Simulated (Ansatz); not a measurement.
**GeH₅NS (built from SMILES [NH2][GeH2][SH]): a barrier at many levels of theory**

Aim: the barrier and energy of one elementary step (N2–H4 formed, Ge1–N2 loosened, S3–H4 broken) from LDA up to coupled cluster, on fixed structures, to see where each rung fails.

The runs use Ansatz 0.2.0, Gaussian basis; single points in def2-TZVPP on PBE0-D4/def2-TZVP structures.

Levels: SPW92, PBE-D4, BLYP-D4, r2SCAN-D4, B97M-V, PBE0-D4, B3LYP-D4, r2SCAN0-D4, BHLYP-D4, CAM-B3LYP-D4, wB97X-V, wB97M-V, B2PLYP, PBE-QIDH, RPA on PBE, Hartree-Fock, MP2, CCSD, CCSD(T). The reference is CCSD(T) at the basis limit, from triple and quadruple zeta. Zero-point energies come from PBE0-D4 vibrations.

Correlated methods freeze the cores. Filled d shells of the heavier atoms are correlated. B3LYP uses VWN-RPA correlation. B2PLYP carries no dispersion term here.

13 further runs of the same task are left out: 13 set aside as unsound or not needed.

## (1) Start, saddle and end, as given

Charge 0, multiplicity 1. The folders r, ts and p hold the start, the saddle and the end; their coordinates stand in the first inputs.

```csv
pair,r (Å),ts (Å),p (Å)
N2–H4,3.173,1.360,1.019
Ge1–N2,1.834,1.947,2.127
S3–H4,1.343,1.652,2.892
```

## (2) wB97M-V/def2-TZVPP

Contents of r/in.yaml:

```yaml
crystal:
  periodic: [false, false, false]
  atoms:
    - {symbol: Ge, position_ang: [-0.517995, 0.050919, 0.435058]}
    - {symbol: N, position_ang: [1.288683, 0.009427, 0.122909]}
    - {symbol: S, position_ang: [-1.522886, -0.511409, -1.460178]}
    - {symbol: H, position_ang: [-0.854599, 0.402695, -2.183139]}
    - {symbol: H, position_ang: [-0.838907, 1.488891, 0.872501]}
    - {symbol: H, position_ang: [-1.062728, -0.971429, 1.454560]}
    - {symbol: H, position_ang: [1.658161, -0.907299, -0.087418]}
    - {symbol: H, position_ang: [1.850270, 0.438305, 0.845908]}
basis:
  gaussian: {orbitals: def2-TZVPP}
hamiltonian: {xc: {name: wB97M-V}}
```

Contents of ts/in.yaml:

```yaml
crystal:
  periodic: [false, false, false]
  atoms:
    - {symbol: Ge, position_ang: [-0.823670, 0.070131, 0.497281]}
    - {symbol: N, position_ang: [0.979328, -0.070114, -0.224127]}
    - {symbol: S, position_ang: [-1.459718, 0.036704, -1.557686]}
    - {symbol: H, position_ang: [0.172632, -0.057491, -1.318449]}
    - {symbol: H, position_ang: [-0.896898, 1.372120, 1.316921]}
    - {symbol: H, position_ang: [-1.057265, -1.149992, 1.407814]}
    - {symbol: H, position_ang: [1.489837, -0.925126, -0.032133]}
    - {symbol: H, position_ang: [1.595752, 0.723868, -0.089420]}
basis:
  gaussian: {orbitals: def2-TZVPP}
hamiltonian: {xc: {name: wB97M-V}}
```

Contents of p/in.yaml:

```yaml
crystal:
  periodic: [false, false, false]
  atoms:
    - {symbol: Ge, position_ang: [-1.034722, 0.079379, 0.380775]}
    - {symbol: N, position_ang: [0.987800, -0.072080, -0.261546]}
    - {symbol: S, position_ang: [-2.032741, 0.077543, -1.426184]}
    - {symbol: H, position_ang: [0.849443, -0.098268, -1.270707]}
    - {symbol: H, position_ang: [-0.819871, 1.350207, 1.241028]}
    - {symbol: H, position_ang: [-0.978103, -1.143367, 1.330975]}
    - {symbol: H, position_ang: [1.461251, -0.920807, 0.031499]}
    - {symbol: H, position_ang: [1.566943, 0.727491, -0.025639]}
basis:
  gaussian: {orbitals: def2-TZVPP}
hamiltonian: {xc: {name: wB97M-V}}
```

The command line of these runs was not kept.

The runs that follow: CCSD(T)/def2-TZVPP; MP2/def2-QZVPP; Vibrations of the start structure; Vibrations of the end structure.

Before running it: what results should come out? Wanted: barrier, CCSD(T)/CBS; reverse barrier, CCSD(T)/CBS; step energy, CCSD(T)/CBS; barrier with zero-point energy; step energy with zero-point energy; imaginary mode at the saddle; largest T1 diagnostic.

As calculated:

```
                          quantity       value
              barrier, CCSD(T)/CBS    1.067 eV
      reverse barrier, CCSD(T)/CBS    0.740 eV
          step energy, CCSD(T)/CBS   +0.327 eV
    barrier with zero-point energy    1.024 eV
step energy with zero-point energy   +0.444 eV
      imaginary mode at the saddle  1356i cm⁻¹
             largest T1 diagnostic       0.013
```

**Reading.** B2PLYP is the best functional here (+0.008 eV from CCSD(T)/CBS); SPW92 is the worst (-0.437 eV). By rung, the mean size of the error is: LDA 0.437, GGA 0.193, meta-GGA 0.088, hybrid 0.084, range-separated hybrid 0.054, double hybrid 0.012 eV. PBE-D4 gives a barrier 0.261 eV too low, outside chemical accuracy (1 kcal/mol, 0.043 eV). Every functional without exact exchange puts the forward barrier too low. The barrier rises with the share of exact exchange, from BLYP-D4 through B3LYP-D4 to BHLYP-D4 (-0.125, -0.014, +0.169 eV). Hartree-Fock, with no correlation, is off by +0.533 eV. Zero-point motion lowers the barrier by 0.043 eV. The end structure keeps an imaginary mode: no true minimum.
